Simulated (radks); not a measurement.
**Excited configurations of Tb⁺**

One table from this session's results is given with a row withheld; the runs are named, their logs left out.

Program: radks (a radial shooting solver on a logarithmic mesh, Libxc functionals) version 1. Level of theory: scalar-relativistic Kohn-Sham, PBE, spin-unpolarised, spherical densities, finite nucleus. These are calculated values, not measurements, unless marked.

## What is computed

| Quantity | Value |
| --- | --- |
| element | terbium (Z = 65) |
| charge | +1 |
| electrons | 64 |
| configuration | [Xe] 4f9 6s1 |
| nuclear rms radius | 5.06 fm |

The outer shells:

Tb⁺
```
[Xe] core
4f [↑↓][↑↓][↑ ][↑ ][↑ ][↑ ][↑ ]
6s [↑ ]
```

The first run:

The run's settings:

```text
Z 65
configuration [Xe] 4f9 6s1
relativity scalar-relativistic
functional pbe,pbe
spin unpolarised
nucleus finite rms 5.06 fm
c 137.035999084
```

Steps of the session up to this table: Ground configuration: [Xe] 4f9 6s1.

One of the session's tables, all rows but one given; the rest of the session is left out.

It belongs to the step «Ground configuration: [Xe] 4f9 6s1». From the orbitals of this run (lengths in bohr):

```
level     <r>  outermost maximum (interpolated)  90 % within  nodes
   3d  0.2165                             0.176        0.337      0
   4s       ?                                 ?            ?      ?
   4p  0.5737                             0.527        0.834      2
   4d  0.6238                             0.547        0.938      1
   5s   1.327                              1.18         1.92      4
   5p   1.569                              1.35         2.31      3
   4f  0.9024                             0.555         1.59      0
   6s   3.763                              3.28         5.48      5
```

Estimate the missing values for 4s.

As computed: <r>: 0.5415; outermost maximum (interpolated): 0.505; 90 % within: 0.778; nodes: 3. In the column «<r>» it lies between 3d (0.2165) and 4p (0.5737).

To keep in mind: Spin polarisation and multiplet splitting are left out, so open shells lie too high by an amount that depends on their filling.
